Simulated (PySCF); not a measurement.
**[Lu(H2O)]3+: forces at shaken geometries**

Aim: move all atoms of relaxed [Lu(H2O)]3+ at random and read energies and forces. The species was built from a template and needn't be a known compound.

Program: PySCF 2.14.0. Level of theory: r2SCAN, Lu lcecp-1-SVP with ECP60, O def2-SVP, H def2-SVP; scalar-relativistic core potentials, no spin–orbit coupling. These are calculated values, not measurements.

4 further runs of the same task are left out: 2 for a known fault of the program, 1 that didn't finish, 1 set aside as unsound or not needed.

## 1. The system as given

4 atoms, charge 3, spin multiplicity 1.

Bond lengths: Lu1–O2 2.119 Å, O2–H3 1.007 Å, O2–H4 1.007 Å. Angles: Lu1–O2–H3 129.0°, Lu1–O2–H4 129.0°, H3–O2–H4 102.0°.

Coordinates:

```xyz
4
H2LuO
Lu    0.00000    0.00000   -0.05169
O     0.00000    0.00000    2.06769
H     0.78271    0.00000    2.70192
H    -0.78271    0.00000    2.70192
```

Formal oxidation states: Lu +3. Each metal's 14 4f electrons lie in its core potential, so multiplicities, spins and levels count the valence alone. An earlier session relaxed this geometry at r2SCAN, Lu lcecp-1-SVP with ECP60, O def2-SVP, H def2-SVP (singlet, point group C2v).

Its energy there is -114.960856 Eh.

## 2. Atoms moved at random, σ = 0.06 Å

run.py (the lines that set the calculation) reads:

```python
mol = gto.M(atom='''
Lu     0.06620    -0.01145    -0.12623
O     -0.06144    -0.01140     2.13239
H      0.76186     0.01337     2.72556
H     -0.76662     0.00948     2.68814''',
    basis={'Lu': 'lcecp-1-SVP', 'O': 'def2-SVP', 'H': 'def2-SVP'},
    ecp={'Lu': 'lcecp-1-SVP'},
    charge=3, spin=0)
mf = dft.RKS(mol, xc='R2SCAN')
mf.grids.atom_grid = (50, 194)  # f atoms: unpruned, at least (60, 302)
mf = mf.density_fit()  # fitting sets: Lu AutoAux, O def2-universal-JKFIT, H def2-universal-JKFIT
mf.conv_tol = 1e-08; mf.max_cycle = 55
mf.kernel(dm0)  # dm0: the density of the relaxed state
```

On the command line:

```sh
OMP_NUM_THREADS=2 python run.py
```

## 3. Atoms moved at random, σ = 0.15 Å

Edit run.py (the lines that set the calculation) of step 2 so:

```diff
@@ -1,6 +1,6 @@
 mol = gto.M(atom='''
-Lu     0.06620    -0.01145    -0.12623
-O     -0.06144    -0.01140     2.13239
-H      0.76186     0.01337     2.72556
-H     -0.76662     0.00948     2.68814''',
+Lu    -0.10525     0.04298     0.04097
+O      0.05983     0.20477     1.99432
+H      0.85492    -0.08622     2.82920
+H     -0.80950    -0.16153     2.55537''',
     basis={'Lu': 'lcecp-1-SVP', 'O': 'def2-SVP', 'H': 'def2-SVP'},
```

## 4. Atoms moved at random, σ = 0.1 Å

Edit run.py (the lines that set the calculation) of step 3 so:

```diff
@@ -1,6 +1,6 @@
 mol = gto.M(atom='''
-Lu    -0.10525     0.04298     0.04097
-O      0.05983     0.20477     1.99432
-H      0.85492    -0.08622     2.82920
-H     -0.80950    -0.16153     2.55537''',
+Lu    -0.24633     0.14392    -0.05252
+O      0.09545    -0.18330     2.01396
+H      0.88076     0.01369     2.72991
+H     -0.72988     0.02568     2.72851''',
     basis={'Lu': 'lcecp-1-SVP', 'O': 'def2-SVP', 'H': 'def2-SVP'},
```

What does the calculation give? Wanted: for each run, σ; energy rise; harmonic estimate −½ F·u; largest force component.

The runs gave:

| σ (Å) | energy rise (eV) | harmonic estimate −½ F·u (eV) | largest force component (eV/Å) |
| --- | --- | --- | --- |
| 0.06 | 0.418 | 0.452 | 5.66 |
| 0.15 | 0.987 | 1.030 | 6.08 |
| 0.1 | 0.454 | 0.470 | 3.38 |

Every displacement raises the energy. For a harmonic well the rise equals −½ F·u; the two differ by at most 8 % here (a move with σ = 0.06 Å), from anharmonicity, the grid and the small forces left at the relaxed point. The bases are small and lack diffuse functions. Spin–orbit coupling is left out.
